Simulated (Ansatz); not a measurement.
**GaH₅S: vertical ionisation energy**

Aim: the vertical ionisation energy of GaH₅S, as cation minus neutral at the neutral's geometry, on several levels, and how well −ε(HOMO) stands in for it.

Computed with Ansatz 0.2.0, Gaussian basis. Level: unrestricted cation, the program's frozen cores in correlated methods.

Levels to be run: UKS PBE-D4/def2-TZVPP; UKS r2SCAN-D4/def2-TZVPP; UKS PBE0-D4/def2-TZVPP; UKS B3LYP-D4/def2-TZVPP; UKS wB97X-V/def2-TZVPP; UKS wB97M-V/def2-TZVPP; UKS B2PLYP/def2-TZVPP; UHF-CCSD(T)/def2-TZVPP; UHF-MP2/def2-QZVPP; extrapolation to the limit; then −ε(HOMO) from the neutral's earlier runs with LDA (SPW92), PBE-D4, revPBE-D4, BLYP-D4, r2SCAN-D4, B97M-V, PBE0-D4, B3LYP-D4, r2SCANh-D4, r2SCAN0-D4, HSE06-D4, BHLYP-D4, CAM-B3LYP-D4, LC-ωPBE, ωB97X-V, ωB97M-V.

### Step 1. The relaxed structure

All runs share one geometry, relaxed beforehand with PBE0-D4 in a triple-zeta def2 set.

SMILES `[SH2+][GaH3-]`, 7 atoms, charge 0, spin multiplicity 1.

Atoms are counted from 1 here; the program's logs count them from 0.

Bond lengths: S1–Ga2 2.599 Å, S1–H3 1.343 Å, S1–H4 1.343 Å, Ga2–H5 1.574 Å, Ga2–H6 1.574 Å, Ga2–H7 1.576 Å. Angles: Ga2–S1–H3 97.6°, Ga2–S1–H4 97.6°, H3–S1–H4 92.7°, S1–Ga2–H5 94.8°, S1–Ga2–H6 94.9°, S1–Ga2–H7 97.5°, H5–Ga2–H6 119.2°, H5–Ga2–H7 118.9°, H6–Ga2–H7 118.9°.

### Step 2. Cation, UKS PBE-D4/def2-TZVPP

in.yaml

```yaml
crystal:
  periodic: [false, false, false]
  atoms:
    - {symbol: S, position_ang: [-0.794536, -1.301597, 0.079933]}
    - {symbol: Ga, position_ang: [0.181565, 1.099424, -0.113747]}
    - {symbol: H, position_ang: [-0.081618, -1.698247, 1.147227]}
    - {symbol: H, position_ang: [0.042087, -1.903590, -0.781675]}
    - {symbol: H, position_ang: [-0.401254, 1.363674, -1.552185]}
    - {symbol: H, position_ang: [-0.587463, 1.657832, 1.141352]}
    - {symbol: H, position_ang: [1.702420, 0.714404, 0.033395]}
basis:
  gaussian: {orbitals: def2-TZVPP}
total_charge: 1
magnetization: {spin_polarized: true, initial_magnetization: 1}
hamiltonian: {xc: pbe, dispersion: d4}
```

After this run come: Cation, UKS r2SCAN-D4/def2-TZVPP; Cation, UKS PBE0-D4/def2-TZVPP; Cation, UKS B3LYP-D4/def2-TZVPP; Cation, UKS wB97X-V/def2-TZVPP; Cation, UKS wB97M-V/def2-TZVPP; Cation, UKS B2PLYP (frozen core)/def2-TZVPP; Cation, UHF-CCSD(T)/def2-TZVPP; Cation, UHF-MP2/def2-QZVPP.

**Question.** What will the summary of the whole plan be? Wanted: ionisation energy, CCSD(T)/CBS; nearest functional by difference; nearest −ε(HOMO); −ε(HOMO) of PBE; T1 of the cation.

The runs gave:

```
                        quantity               value
  ionisation energy, CCSD(T)/CBS            10.49 eV
nearest functional by difference  ωB97X-V (-0.04 eV)
                nearest −ε(HOMO)  ωB97X-V (-0.17 eV)
                 −ε(HOMO) of PBE             6.64 eV
                T1 of the cation               0.023
```

Energy differences with functionals land within 0.58 eV of the reference. −ε(HOMO) of PBE misses by 3.8 eV, since self-interaction lifts the level. Among orbital estimates ωB97X-V comes nearest. Hartree-Fock falls 0.78 eV short, as the neutral has more correlation energy than the cation. Correlated methods include outer-core shells of Ga, which these sets cover unevenly. With outer-core shells in play the reference is unsure by up to some tenths of an eV, so close misses can't be ranked.
